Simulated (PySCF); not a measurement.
# cyclo-(Cl2SnS)4: geometry, NMR shifts and electronic excitations

Aim: predict the NMR shifts and electronic excitations of cyclo-(Cl2SnS)4.

Computed with PySCF 2.14.0, with density-fitted response routines of our own, on a single molecule in the gas phase. Atoms count from 0, in the outputs and in this text.

### 1 The starting structure

16 atoms, charge 0, multiplicity 1; geometry from: GFN2-xTB. The atoms were then displaced at random by about 0.03 Å, so the start is not that level's minimum.

Bonds of the start (Å): Sn0–Cl1 2.26, Sn0–Cl2 2.25, Sn0–S3 2.48, Sn0–S15 2.44, S3–Sn4 2.53, Sn4–Cl5 2.28, Sn4–Cl6 2.29, Sn4–S7 2.48, S7–Sn8 2.40, Sn8–Cl9 2.32, Sn8–Cl10 2.33, Sn8–S11 2.44, S11–Sn12 2.35, Sn12–Cl13 2.30, Sn12–Cl14 2.28, Sn12–S15 2.48.

### 2 Relaxing the molecule at PBE0-D3(BJ)/def2-SVP

What the job is given:

```
{"job": {"xc": "PBE0", "basis": "def2-SVP", "d3": "d3bj", "grid": 1, "maxiter": 40, "shake": 0.03, "kind": "geom"}, "charge": 0, "multiplicity": 1}
Sn     0.596560    -1.171940     2.499580
Cl     0.195550    -3.388090     2.309080
Cl     1.125780    -0.609280     4.610720
S     -1.485890     0.104170     2.054750
Sn    -2.615200    -0.856840     0.003260
Cl    -4.126110    -2.474050     0.559440
Cl    -3.714580     0.876780    -1.007680
S     -0.880030    -1.788330    -1.508290
Sn     0.067760     0.075790    -2.685890
Cl     2.194110    -0.585750    -3.338900
Cl    -1.184920     0.480160    -4.609800
S      0.186840     2.128240    -1.374950
Sn     1.909850     1.889810     0.202160
Cl     3.915350     2.630360    -0.653660
Cl     1.465690     3.107000     2.083600
S      2.314900    -0.451980     0.923000
```

Started as:

```console
$ OMP_NUM_THREADS=2 python probes_run.py task.json out
```

The driver reads the jobs from task.json and runs them one after another.

The program printed:

```text
step   0  E = -6128.81340804  max force = 0.042955
step   1  E = -6128.82855536  max force = 0.027081
step   2  E = -6128.83746052  max force = 0.007648
step   3  E = -6128.83836654  max force = 0.002063
step   4  E = -6128.83845324  max force = 0.001930
step   5  E = -6128.83841939  max force = 0.002139
step   6  E = -6128.83850829  max force = 0.000974
step   7  E = -6128.83860155  max force = 0.000532
step   8  E = -6128.83863062  max force = 0.000484
step   9  E = -6128.83863942  max force = 0.000706
step  10  E = -6128.83863945  max force = 0.000758
step  11  E = -6128.83864990  max force = 0.000559
step  12  E = -6128.83865816  max force = 0.000453
step  13  E = -6128.83866754  max force = 0.000381
optimisation converged
```

Run time: 21 min. Hardware: 2 threads of AMD EPYC 7R43, shared host; peak memory 5 GiB.

Relaxation path:

| step | energy from step 0 (eV) | largest force component (eV/Å) |
| --- | --- | --- |
| 0 | 0.0000 | 2.2088 |
| 1 | -0.4122 | 1.3926 |
| 2 | -0.6545 | 0.3933 |
| 3 | -0.6792 | 0.1061 |
| 4 | -0.6815 | 0.0992 |
| 5 | -0.6806 | 0.1100 |
| 6 | -0.6830 | 0.0501 |
| 7 | -0.6856 | 0.0274 |
| 8 | -0.6863 | 0.0249 |
| 9 | -0.6866 | 0.0363 |
| 10 | -0.6866 | 0.0390 |
| 11 | -0.6869 | 0.0287 |
| 12 | -0.6871 | 0.0233 |
| 13 | -0.6873 | 0.0196 |

Distances of close pairs at the start and the end, largest changes first:

| bond | before (Å) | after (Å) | change (Å) |
| --- | --- | --- | --- |
| S3–Sn4 | 2.531 | 2.401 | -0.131 |
| Sn0–S3 | 2.483 | 2.403 | -0.080 |
| Sn4–S7 | 2.483 | 2.404 | -0.079 |
| Sn12–S15 | 2.483 | 2.410 | -0.074 |
| Sn0–Cl2 | 2.248 | 2.321 | +0.073 |
| Sn0–Cl1 | 2.260 | 2.329 | +0.069 |
| S11–Sn12 | 2.348 | 2.405 | +0.057 |
| Sn4–Cl6 | 2.288 | 2.332 | +0.044 |

The end geometry stands in the next job.

| at the end point | value |
| --- | --- |
| rotational constants (GHz, main isotopes) | 0.102, 0.100, 0.065 |
| dipole moment (D) | 0.22 |

### 3 Shielding tensors: PBE0/def2-TZVP+pcSseg-1

What the job is given:

```
{"job": {"kind": "nmr", "xc": "PBE0", "basis": {"default": "pcSseg-1", "Sn": "def2-TZVP"}}, "charge": 0, "multiplicity": 1}
Sn     0.564953    -0.905177     2.286223
Cl    -0.077014    -3.144099     2.266060
Cl     1.347269    -0.344788     4.398006
S     -1.384101     0.466223     1.979779
Sn    -2.437743    -0.695684     0.162533
Cl    -3.994786    -2.238765     0.913768
Cl    -3.548752     0.942783    -1.070124
S     -0.951092    -1.932348    -1.264863
Sn    -0.044462    -0.073856    -2.493914
Cl     2.125623    -0.671239    -3.098772
Cl    -1.248225     0.297089    -4.438523
S     -0.004339     2.021412    -1.311846
Sn     1.934511     1.629002     0.055203
Cl     3.849164     2.492857    -0.929026
Cl     1.567540     2.819538     2.021091
S      2.267116    -0.696898     0.590825
```

Method: GIAO PBE0/pcSseg-1 Sn:def2-TZVP NMR shielding, scalar relativity only through core potentials, gas phase.

The program printed:

```text
coarse grid: 107896 points
cycle   1  E = -6114.6211016798  dE = -1.312e+02  |g| = 8.307e+00  |ddm| = 6.213e+01
cycle   2  E = -5768.8632953895  dE =  3.458e+02  |g| = 2.988e+01  |ddm| = 9.331e+01
cycle   3  E = -6126.7644562531  dE = -3.579e+02  |g| = 3.594e+00  |ddm| = 9.164e+01
cycle   4  E = -6129.7023183114  dE = -2.938e+00  |g| = 1.479e+00  |ddm| = 6.159e+00
cycle   5  E = -6130.2013320448  dE = -4.990e-01  |g| = 5.378e-01  |ddm| = 2.633e+00
cycle   6  E = -6130.2685173017  dE = -6.719e-02  |g| = 1.782e-01  |ddm| = 8.454e-01
cycle   7  E = -6130.2749563322  dE = -6.439e-03  |g| = 4.735e-02  |ddm| = 2.714e-01
cycle   8  E = -6130.2755588482  dE = -6.025e-04  |g| = 1.617e-02  |ddm| = 7.765e-02
cycle   9  E = -6130.2756263711  dE = -6.752e-05  |g| = 5.956e-03  |ddm| = 2.839e-02
cycle  10  E = -6130.2756339591  dE = -7.588e-06  |g| = 3.516e-03  |ddm| = 1.166e-02
cycle  11  E = -6130.2756376134  dE = -3.654e-06  |g| = 5.289e-04  |ddm| = 4.969e-03
final grid: 197128 points
cycle  12  E = -6130.2754747083  dE = -2.293e-07  |g| = 8.826e-04  |ddm| = 3.850e-03
cycle  13  E = -6130.2754742100  dE =  4.983e-07  |g| = 1.551e-03  |ddm| = 3.337e-03
cycle  14  E = -6130.2754749294  dE = -7.194e-07  |g| = 1.470e-04  |ddm| = 2.176e-03
cycle  15  E = -6130.2754749358  dE = -6.336e-09  |g| = 2.687e-05  |ddm| = 2.230e-04
cycle  16  E = -6130.2754749360  dE = -1.965e-10  |g| = 1.116e-05  |ddm| = 4.834e-05
converged SCF energy = -6130.2754749360

GIAO shielding tensors (ppm)
atom      isotropic    diamagn.    paramagn.     s11        s22        s33       span
  0 Sn         nan         nan         nan        nan        nan        nan        nan
  1 Cl     755.765    1148.613    -392.848    630.218    658.979    978.099    347.881
  2 Cl     760.356    1147.149    -386.792    630.107    651.859    999.103    368.996
  3 S      441.436    1059.788    -618.352    395.519    435.587    493.201     97.681
  4 Sn         nan         nan         nan        nan        nan        nan        nan
  5 Cl     769.060    1147.104    -378.045    640.142    664.608   1002.429    362.286
  6 Cl     751.594    1148.793    -397.199    622.393    663.261    969.128    346.735
  7 S      443.791    1059.661    -615.870    405.520    435.490    490.364     84.843
  8 Sn         nan         nan         nan        nan        nan        nan        nan
  9 Cl     750.537    1148.821    -398.284    618.174    665.351    968.086    349.913
 10 Cl     764.651    1147.168    -382.516    632.621    661.788    999.545    366.924
 11 S      432.480    1059.974    -627.494    397.619    417.836    481.986     84.367
 12 Sn         nan         nan         nan        nan        nan        nan        nan
 13 Cl     764.503    1147.126    -382.622    625.026    663.555   1004.929    379.903
 14 Cl     751.062    1148.990    -397.928    618.337    671.894    962.955    344.618
 15 S      435.044    1059.804    -624.760    388.332    440.349    476.450     88.118
```

It took 6.1 min on 2 threads of AMD EPYC 7R43, shared host; peak memory 5.5 GiB.

The references, computed at this level on geometries of the same kind, shield at (ppm): ³³S CS2 496, ³⁵Cl HCl 943. Their shielding less the atom's gives the shift. The references are single molecules in the gas phase. Atoms listed in one row are averaged.

| atoms | environment | σ (ppm) | δ (ppm) |
| --- | --- | --- | --- |
| Cl1, Cl2, Cl5, Cl6, Cl9 and 3 more | chlorine bonded to Sn | 758 | 185 |
| S3, S7, S11, S15 | sulfur bonded to 2 Sn | 438 | 57 |

Atoms past Kr carry core potentials, so their printed shieldings have no meaning and are left out of the table.

Charges from the same density, by scheme (e):

| atoms | Mulliken | ESP fit |
| --- | --- | --- |
| Sn0, Sn4, Sn8, Sn12 | 0.51 | 0.17 |
| Cl1, Cl2, Cl5, Cl6, Cl9 and 3 more | -0.19 | -0.07 |
| S3, S7, S11, S15 | -0.12 | -0.03 |

Mayer bond orders: Sn0–Cl1 1.07, Sn0–Cl2 1.10, Sn0–S3 1.03, Sn0–S15 1.01, S3–Sn4 1.03, Sn4–Cl5 1.10, Sn4–Cl6 1.07, Sn4–S7 1.03, S7–Sn8 1.02, Sn8–Cl9 1.06, Sn8–Cl10 1.10, Sn8–S11 1.03, S11–Sn12 1.02, Sn12–Cl13 1.10, Sn12–Cl14 1.07, Sn12–S15 1.02.

With diffuse functions Mulliken charges and Mayer bond orders lose their meaning; the other schemes are steadier.

Orbitals, density, ELF and potential are computed afterwards from the orbital file.

Frontier orbitals at PBE0/def2-TZVP+pcSseg-1, with the share of their density that lies nearest to each atom:

| orbital | energy (eV) | lies on |
| --- | --- | --- |
| HOMO | -8.66 | S3, S11 about 42 % each |
| LUMO | -3.78 | Sn0, Sn12 about 11 % each; S15 11 %; S3, S11 about 8 % each |

ELF in a plane through or near 4 of the atoms.

Ten even steps from ' ' (0.00) to '@' (0.88):
```
                                                        
                                ..::::..                
                              --**%%%%##--..            
                              ++@@##::##%%++            
        ::----::              ==%%..##--@@**..          
    ..--##@@@@##::      ..::..::--%%%%@@%%++            
    --####--++@@--    ..--::--##==::::::..              
    ++%%@@--**%%::..::----==::--::::..                  
    --**%%%%**::==**--::::::::::::::::..                
      ..........--==::::..    ..--==--::..              
              ::----==--..    ..::::====....  ..        
                ::::--::::::::::::--##++::++####++::    
                  ..::::--::----::::::::%%##==@@%%==    
                ..::::==##==::--..    ==@@==::####--    
            ==##@@@@%%--::......      ::%%@@@@%%--..    
          ..**@@==**::%%++              --==--::        
            ==%%##::++@@**                              
            ..--##%%@@##==                              
                ..::::..                                
                                                        
```
The map spans 13.5 Å across and 13.4 Å up, centred on the molecule. Atoms in the plane (x, y in Å): Cl2 (2.2, 4.0), Cl5 (-4.1, 2.1), Cl10 (-2.2, -4.1), Cl13 (4.1, -2.2).

On the surface of density 0.002 e/bohr³ the electrostatic potential runs, from the 1st to the 99th percentile, from -0.14 V near Cl10 to 1.78 V near Sn12.

### 4 Ultraviolet spectrum: CAM-B3LYP/def2-SVPD

Settings changed since step 3:

```diff
@@ -1,2 +1,2 @@
-{"job": {"kind": "nmr", "xc": "PBE0", "basis": {"default": "pcSseg-1", "Sn": "def2-TZVP"}}, "charge": 0, "multiplicity": 1}
+{"job": {"kind": "uv", "xc": "CAM-B3LYP", "basis": "def2-SVPD", "ip": true, "nstates": 10}, "charge": 0, "multiplicity": 1}
 Sn     0.564953    -0.905177     2.286223
```

Method: TDDFT CAM-B3LYP/def2-SVPD, vertical, gas phase, core orbitals frozen in the response.

The program printed:

```text
coarse grid: 107896 points
cycle   1  E = -6111.7486333312  dE = -7.466e+01  |g| = 8.411e+00  |ddm| = 2.940e+01
cycle   2  E = -5713.7069249751  dE =  3.980e+02  |g| = 2.416e+01  |ddm| = 2.267e+03
cycle   3  E = -6129.5354398188  dE = -4.158e+02  |g| = 2.033e+00  |ddm| = 2.269e+03
cycle   4  E = -6130.0963663880  dE = -5.609e-01  |g| = 1.350e+00  |ddm| = 9.877e+00
cycle   5  E = -6130.6129066664  dE = -5.165e-01  |g| = 1.737e-01  |ddm| = 2.931e+00
cycle   6  E = -6130.6191822122  dE = -6.276e-03  |g| = 1.364e-01  |ddm| = 6.958e-01
cycle   7  E = -6130.6248530104  dE = -5.671e-03  |g| = 3.009e-02  |ddm| = 2.968e-01
cycle   8  E = -6130.6251443056  dE = -2.913e-04  |g| = 1.179e-02  |ddm| = 7.268e-02
cycle   9  E = -6130.6252111035  dE = -6.680e-05  |g| = 2.848e-03  |ddm| = 3.799e-02
cycle  10  E = -6130.6252158737  dE = -4.770e-06  |g| = 1.488e-03  |ddm| = 1.049e-02
final grid: 197128 points
cycle  11  E = -6130.6247607556  dE = -5.356e-07  |g| = 1.508e-03  |ddm| = 8.662e-03
cycle  12  E = -6130.6247606262  dE =  1.294e-07  |g| = 1.703e-03  |ddm| = 6.368e-03
cycle  13  E = -6130.6247615449  dE = -9.187e-07  |g| = 1.500e-04  |ddm| = 3.384e-03
cycle  14  E = -6130.6247615549  dE = -9.972e-09  |g| = 5.996e-05  |ddm| = 3.881e-04
cycle  15  E = -6130.6247615585  dE = -3.620e-09  |g| = 3.010e-05  |ddm| = 3.325e-04
cycle  16  E = -6130.6247615589  dE = -3.747e-10  |g| = 5.259e-06  |ddm| = 8.317e-05
converged SCF energy = -6130.6247615589

Static polarisability (au): isotropic 339.715, principal 287.818 364.047 367.279

Singlet excitations
state   eV       nm        f      main configurations
  1   4.1569    298.3   0.04302   H->L 0.68, H-2->L+2 0.10
  2   4.1674    297.5   0.03738   H-1->L 0.55, H-2->L 0.09
  3   4.2204    293.8   0.01111   H->L+2 0.27, H-1->L+1 0.21, H-2->L 0.20
  4   4.2955    288.6   0.00010   H->L+2 0.31, H-1->L+1 0.28, H-3->L 0.11
  5   4.3021    288.2   0.00297   H->L+1 0.44, H-1->L+1 0.13, H-2->L+3 0.12
  6   4.3751    283.4   0.00167   H-1->L+2 0.54, H-3->L+3 0.15, H->L+1 0.15
  7   4.3929    282.2   0.00675   H->L+3 0.62, H-3->L+1 0.12, H-2->L+1 0.09
  8   4.4176    280.7   0.00779   H-1->L+3 0.62, H-3->L+2 0.13, H-2->L+2 0.11
  9   5.0296    246.5   0.00073   H-7->L 0.28, H-6->L+1 0.20, H-5->L+2 0.20
 10   5.0883    243.7   0.01014   H-2->L 0.48, H-1->L+1 0.14, H->L+2 0.10

Triplet excitations (Tamm-Dancoff, eV): 3.7119 3.7268 3.7559 3.8116
Vertical ionisation energy (delta-SCF) = 10.0968 eV
Vertical electron affinity (delta-SCF) = 2.4963 eV
```

It took 37 min on 2 threads of AMD EPYC 7R43, shared host; peak memory 4.7 GiB.

The orbitals next to the gap, with their largest atomic shares:

| orbital | eV | atoms |
| --- | --- | --- |
| HOMO−3 | -10.48 | S11 16 %, S3 16 %, S15 15 % |
| HOMO−2 | -10.29 | S11 21 %, S3 21 %, S15 20 % |
| HOMO−1 | -9.91 | S7 42 %, S15 39 % |
| HOMO | -9.86 | S3 41 %, S11 40 % |
| LUMO | -2.87 | S15 12 %, S3 9 %, Sn0 9 % |
| LUMO+1 | -2.62 | S7 14 %, Sn8 11 %, S11 11 % |
| LUMO+2 | -2.60 | S15 10 %, S3 10 %, S11 10 % |

With each of the 10 states as a Gaussian band of 0.4 eV half-width at 1/e, the curve within the window shown has maxima at 295 nm (ε 4,300) L/(mol cm). Beyond the last state computed it falls off for lack of states. The curve at chosen wavelengths:

| nm | ε (L/mol/cm) |
| --- | --- |
| 230 | 249 |
| 235 | 360 |
| 239 | 434 |
| 244 | 502 |
| 249 | 564 |
| 254 | 673 |
| 258 | 837 |
| 263 | 1178 |
| 268 | 1681 |
| 272 | 2177 |
| 277 | 2850 |
| 282 | 3484 |
| 287 | 3978 |
| 291 | 4219 |
| 296 | 4296 |
| 301 | 4133 |
| 306 | 3774 |
| 310 | 3390 |
| 315 | 2850 |
| 320 | 2301 |
| 324 | 1888 |
| 329 | 1430 |
| 334 | 1051 |
| 339 | 750 |
| 343 | 563 |
| 348 | 385 |

Leading natural transition orbitals of singlet state 1: the hole lies on S3 63 %; S11 20 %; the particle on S3 16 %; Sn0 16 %; Sn4 11 %.

Ground-state properties from the same run:

| property | computed |
| --- | --- |
| dipole moment (D) | 0.22 |
| polarisability (Å³) | 50.34 |
| HOMO–LUMO gap (eV) | 6.99 |
| −ε(HOMO) (eV) | 9.86 |

### 5 Outcome

```
                                                                          quantity                        value
                                              rotational constants (main isotopes)         0.10, 0.10, 0.06 GHz
³⁵Cl shifts against HCl (PBE0/def2-TZVP+pcSseg-1, means over atoms taken as alike)                      185 ppm
 ³³S shifts against CS2 (PBE0/def2-TZVP+pcSseg-1, means over atoms taken as alike)                       57 ppm
        potential on the surface of density 0.002 e/bohr³, 1st and 99th percentile           -0.14 V and 1.78 V
                                              lowest singlet (CAM-B3LYP/def2-SVPD)  4.16 eV (298 nm), f = 0.043
                                                                    lowest triplet                      3.71 eV
                                                 vertical ionisation energy (ΔSCF)                     10.10 eV
                                                 vertical electron affinity (ΔSCF)                      2.50 eV
```

**Reading.** The start of the PBE0/def2-SVP relaxation was shaken at random by about 0.03 Å, so part of the energy gained, and of the first lengths quoted, undoes that. Over 13 steps the energy fell by 0.687 eV; of the close pairs, S3–Sn4 changed most, 2.531 to 2.401 Å. At PBE0/def2-TZVP+pcSseg-1: Shielding is most anisotropic at Cl1, Cl2, Cl5, Cl6, Cl9 and 3 more (span 358 ppm, paramagnetic term -390 ppm). By nearest atom (PBE0/def2-TZVP+pcSseg-1), the HOMO sits on S3, S11 about 42 % each and the LUMO on Sn0, Sn12 about 11 % each; S15 11 %. The lowest singlet, at 4.16 eV, is HOMO→LUMO 0.68, HOMO−2→LUMO+2 0.10 and is weak; of the 10 states computed, the strongest absorption comes from states 1 to 2 together at 4.16 eV. The lowest triplet lies 0.45 eV below the lowest singlet (triplets in Tamm-Dancoff, singlets in full TDDFT). Spin-orbit coupling, left out, mixes singlets and triplets in elements this heavy. ΔSCF puts the ionisation energy at 10.10 eV, 0.24 eV above −ε(HOMO). Spin-orbit coupling is left out, which matters for shieldings and couplings at and beside the heavy atoms.
